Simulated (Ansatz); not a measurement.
# HfN: the cost of one run

Computed with Ansatz 0.2.0 (DFT PBE, scalar-relativistic, plane waves, PAW, unless a step's input says otherwise).

### Step 1. The system as given

Symmetry: Fm-3m, No. 225, cubic system. The conventional cell has a = 4.518 Å, b = 4.518 Å, c = 4.518 Å, α = 90.00°, β = 90.00°, γ = 90.00°. Hf (site symmetry m-3m) is surrounded by 6 N at 2.26 Å. N (site symmetry m-3m) has 6 Hf at 2.26 Å as nearest neighbours.

Structure file:

```
Hf N
1.0
     0.00000    2.25900    2.25900
     2.25900    0.00000    2.25900
     2.25900    2.25900    0.00000
Hf N
1 1
Cartesian
  0.0000 0.0000 0.0000
  2.2590 2.2590 2.2590
```

The structure comes from the Crystallography Open Database.

### Step 2. Probe: one point at the start

Input file input.yaml:

```yaml
crystal:
  lattice:
    - [0.0, 2.259, 2.259]
    - [2.259, 0.0, 2.259]
    - [2.259, 2.259, 0.0]
  atoms:
    - { symbol: Hf, position: [0.0, 0.0, 0.0] }
    - { symbol: "N", position: [0.5, 0.5, 0.5] }
basis:
  ecutwfc: 420
kpoints:
  mp_grid: { grid: [8, 8, 8] }
hamiltonian:
  xc: pbe
scf:
  occupations: { method: gaussian, width: 0.1 }
output:
  forces: true
  stress: true
  eigenvalues: true
```

On the command line:

```bash
ansatz run input.yaml --threads 1 --pin off --max-ram 2560MiB --backend cpu --events-out ev --progress --plain --runs-dir out
```

**Question.** How long does this run take on 1 thread of AMD EPYC (Zen 3), shared host, and how much memory does it need?

About 1.5 s, with a peak of 0.31 GiB.
